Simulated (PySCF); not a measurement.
# C4H5N3 (4-methyl-1,2,3-triazine): the cost of one run

Computed with PySCF 2.14.0 and routines of our own; the level stands in each step. Atoms count from 0.

## 1. The starting structure

12 atoms, charge 0, multiplicity 1; geometry from: GFN2-xTB.

## 2. Magnetic properties: GIAO BHandHLYP/pcSseg-1

What the job is given:

```
{"job": {"kind": "mag", "xc": "BHandHLYP", "basis": "pcSseg-1", "isotopologues": 2}, "charge": 0, "multiplicity": 1}
C     -1.852134     0.055049     0.095196
C     -0.380317     0.237215    -0.039091
C      0.532337    -0.800141     0.163958
C      1.863659    -0.458174     0.000288
N      2.220480     0.778846    -0.329216
N      1.321777     1.685069    -0.500925
N      0.061564     1.450219    -0.366817
H     -2.355096     0.995643    -0.107951
H     -2.200669    -0.703100    -0.604446
H     -2.096939    -0.278506     1.102455
H      0.215300    -1.796752     0.430912
H      2.671236    -1.166055     0.129609
```

Method: GIAO BHandHLYP/pcSseg-1 magnetisability, rotational g tensor and spin-rotation constants, non-relativistic, gas phase.

On the command line:

```console
OMP_NUM_THREADS=1 python excited_run.py task.json out
```

One launch serves the whole session: the jobs run in the order shown.

Q: Estimate the wall time and peak memory of this first job on 1 thread of Arm Neoverse V2, shared host.

About 11 s, with a peak of 0.68 GiB.
